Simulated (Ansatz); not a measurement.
# LaMgO3: the cost of one run

Computed with Ansatz 0.2.0 through its Python package. Level of theory: DFT PBEsol, plane waves, PAW.

## (1) Starting point

Symmetry: Pm-3m, No. 221, cubic system. Conventional cell: a = 3.946 Å, b = 3.946 Å, c = 3.946 Å, α = 90.00°, β = 90.00°, γ = 90.00°. Around La (site symmetry m-3m) lie 12 O at 2.79 Å. Mg (site symmetry m-3m) has 6 O at 1.97 Å in its first shell of neighbours. O (site symmetry 4/mmm) is surrounded by 2 Mg at 1.97 Å and 4 La at 2.79 Å.

The script holds or builds the structure itself.

## (2) Script

Input file lamgo3.py:

```python
"""Density of LaMgO3 less that of its sublattices."""

import warnings

import ansatz
import numpy as np

SETTINGS = {
    "functional": "PBEsol",
    "cutoff": 460,
    "mesh": (6, 6, 6),
}

vectors0 = np.array([
    [3.945789, 0.0, 0.0],
    [0.0, 3.945789, 0.0],
    [0.0, 0.0, 3.945789],
])
sites = [
    ("La", (0.0, 0.0, 0.0)),
    ("Mg", (0.5, 0.5, 0.5)),
    ("O", (0.5, 0.5, 0.0)),
    ("O", (0.5, 0.0, 0.5)),
    ("O", (0.0, 0.5, 0.5)),
]


def build(cell):
    crystal = ansatz.Crystal(lattice=ansatz.Lattice.of(cell))
    for symbol, position in sites:
        crystal = crystal.atom(symbol, position)
    return crystal


def main() -> None:
    warnings.simplefilter("ignore", ansatz.DeckWarning)

    # one cutoff and one grid for all runs, so that the fields can be subtracted
    def solve(crystal):
        return (
            crystal.calculation()
            .occupations(ansatz.OccupationsMethod.GAUSSIAN, width=150 * ansatz.meV)
            .functional(SETTINGS["functional"])
            .basis(SETTINGS["cutoff"], grid_basis="typed")
            .kpoints(*SETTINGS["mesh"])
            .density()
            .run(threads=1)
        )


    whole = solve(build(vectors0))
    difference = whole.density().channels[0].density_e_per_ang3.copy()
    binding = whole.report["free_energy_ev"]
    for element in ["La", "Mg", "O"]:
        part = ansatz.Crystal(lattice=ansatz.Lattice.of(vectors0))
        for symbol, position in sites:
            if symbol == element:
                part = part.atom(symbol, position)
        alone = solve(part)
        difference -= alone.density().channels[0].density_e_per_ang3
        binding -= alone.report["free_energy_ev"]
        print(f"{element} sublattice: {alone.report['n_electrons']:g} electrons, {alone.report['n_iterations']} iterations")

    voxel = abs(np.linalg.det(vectors0)) / difference.size
    print(f"energy of the crystal less its unpolarised sublattices: {binding / len(sites):.4f} eV/atom")
    print(f"net charge of the difference {difference.sum() * voxel:.5f} e, charge rearranged {0.5 * np.abs(difference).sum() * voxel:.3f} e")
    print(f"extremes {difference.min():.4f} and {difference.max():.4f} e/A^3")
    for (symbol, position) in sites:
        index = tuple(int(round(p * n)) % n for p, n in zip(position, difference.shape))
        print(f"  change of the pseudo-density at the grid point nearest {symbol}: {difference[index]:+.4f} e/A^3")


if __name__ == "__main__":
    main()
```

## (3) Running it

Started as:

```bash
> python lamgo3.py
```

**Question.** How long does this script take on 1 thread of Arm Neoverse V1, shared host, and how much memory does it need?

About 5 s, with a peak of 0.4 GiB.
